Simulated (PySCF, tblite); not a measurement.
# C₆H₁₄N₂Si: geometry, infrared bands and NMR shifts

Aim: predict the infrared bands and NMR shifts of C₆H₁₄N₂Si (`C#C[C@@H](CC)[Si@@H](N)NC`).

Programs: tblite 0.8.0 and PySCF 2.14.0, with density-fitted response routines of our own. Each step states its level of theory. These are calculated values for one molecule in the gas phase, unless marked as measured. Atoms count from 0, in the outputs and in this text.

### 1 Starting geometry

23 atoms, charge 0, multiplicity 1; geometry from: force field or distance geometry start.

Bonds of the start (Å): C0–C1 1.21, C1–C2 1.46, C2–C3 1.51, C3–C4 1.52, C2–Si5 1.81, Si5–N6 1.81, Si5–N7 1.78, N7–C8 1.46, C0–H9 1.09, C2–H10 1.12, C3–H11 1.12, C3–H12 1.09, C4–H13 1.12, C4–H14 1.10, C4–H15 1.11, Si5–H16 1.48, N6–H17 1.06, N6–H18 1.03, N7–H19 1.07, C8–H20 1.10, C8–H21 1.12, C8–H22 1.11.

### 2 Relaxing the molecule with GFN2-xTB

The job: settings as JSON, then the geometry in Å.

```
{"job": {"kind": "relax", "xc": "GFN2-xTB", "basis": "xTB"}, "charge": 0, "multiplicity": 1}
C     -2.391500    -0.595300     2.256400
C     -1.747700    -0.739700     1.237400
C     -0.940100    -0.907500     0.027900
C     -1.744000    -0.267600    -1.083600
C     -1.939600     1.192100    -0.696000
Si     0.719500    -0.251200     0.331800
N      1.668000    -1.608400     1.057600
N      1.598600     0.423000    -1.060800
C      2.743500     1.122500    -0.479200
H     -2.999900    -0.458800     3.147500
H     -0.939700    -2.007500    -0.191100
H     -2.757700    -0.738700    -1.024300
H     -1.333400    -0.400800    -2.080300
H     -2.787500     1.225500     0.031400
H     -1.022300     1.561400    -0.205900
H     -2.232600     1.816400    -1.561900
H      0.644300     0.822600     1.344300
H      1.725600    -2.422500     0.378900
H      2.603400    -1.316900     1.365200
H      2.046000    -0.336000    -1.659400
H      3.616100     0.464700    -0.402200
H      2.461800     1.393300     0.568400
H      3.004300     2.056500    -1.019100
```

The run is started by

```sh
> OMP_NUM_THREADS=1 python probes_run.py task.json out
```

One launch serves the whole session: the jobs run in the order shown.

**Question.** This job is followed by: GFN2-xTB harmonic vibrations, gas phase; GIAO PBE0/pcSseg-1 NMR shielding, non-relativistic, gas phase. What will the session give for the following? strongest single infrared mode (GFN2-xTB); zero-point energy (GFN2-xTB); ¹³C shifts against TMS (PBE0/pcSseg-1); ¹H shifts against TMS (PBE0/pcSseg-1, means over atoms taken as alike); ²⁹Si shifts against TMS (PBE0/pcSseg-1); ¹⁵N shifts against NH3 (PBE0/pcSseg-1).

As calculated:

| quantity | value |
| --- | --- |
| strongest single infrared mode (GFN2-xTB) | 2186 cm⁻¹, 303 km/mol |
| zero-point energy (GFN2-xTB) | 118.9 kcal/mol |
| ¹³C shifts against TMS (PBE0/pcSseg-1) | 91.4, 75.1, 30.8, 27.0, 20.3, 13.7 ppm |
| ¹H shifts against TMS (PBE0/pcSseg-1, means over atoms taken as alike) | 5.17, 2.81, 2.06, 1.76, 1.56, 1.43, 1.20, 0.76, 0.13 ppm |
| ²⁹Si shifts against TMS (PBE0/pcSseg-1) | -23.9 ppm |
| ¹⁵N shifts against NH3 (PBE0/pcSseg-1) | 29.1, 25.1 ppm |

In words: Relaxing lowered the energy by 1.268 eV in 175 steps; the close pair that moved most is C2–Si5, from 1.810 to 1.909 Å. All 63 modes are real, so the xTB geometry is a minimum. The strongest single mode, at 2186 cm⁻¹, moves mainly H16. Unscaled tight-binding wavenumbers are off by several per cent, some by more. Its intensities can rank the bands wrongly. At PBE0/pcSseg-1: The widest tensor belongs to C1: span 303 ppm, with a paramagnetic part of -169 ppm.
